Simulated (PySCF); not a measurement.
# C2H7BO: the cost of one run

The runs use PySCF 2.14.0, with density-fitted response routines of our own; the level of theory stands in each step. All values are computed, except where a source is named. Atoms count from 0, in the outputs and in this text.

## 1. Starting geometry

11 atoms, charge 0, multiplicity 1; geometry from: GFN2-xTB. The atoms were then displaced at random by about 0.01 Å, so the start is not that level's minimum.

Bonds of the start (Å): C0–B1 1.56, B1–O2 1.32, O2–C3 1.46, C0–H4 1.08, C0–H5 1.12, C0–H6 1.09, B1–H7 1.19, C3–H8 1.10, C3–H9 1.08, C3–H10 1.07.

## 2. Geometry optimisation at PBE0-D3(BJ)/def2-SVP

The job: settings as JSON, then the geometry in Å.

```
{"job": {"xc": "PBE0", "basis": "def2-SVP", "d3": "d3bj", "grid": 1, "shake": 0.01, "kind": "geom"}, "charge": 0, "multiplicity": 1}
C     -1.884780    -0.084550    -0.041300
B     -0.352800    -0.173440    -0.314510
O      0.453450     0.214520     0.649880
C      1.907750     0.184010     0.585650
H     -2.378930    -1.044480    -0.116000
H     -2.392520     0.565050    -0.800260
H     -2.119820     0.358720     0.930540
H      0.086050    -0.579170    -1.346880
H      2.248210    -0.471770     1.395420
H      2.256090     1.187860     0.770050
H      2.215410    -0.182580    -0.373460
```

On the command line:

```console
OMP_NUM_THREADS=1 python probes_run.py task.json out
```

One launch serves the whole session: the jobs run in the order shown.

**Question.** How long does this first job take on 1 thread of Intel Xeon 6975P-C, shared host, and how much memory does it need?

About 9.6 s, with a peak of 0.38 GiB.
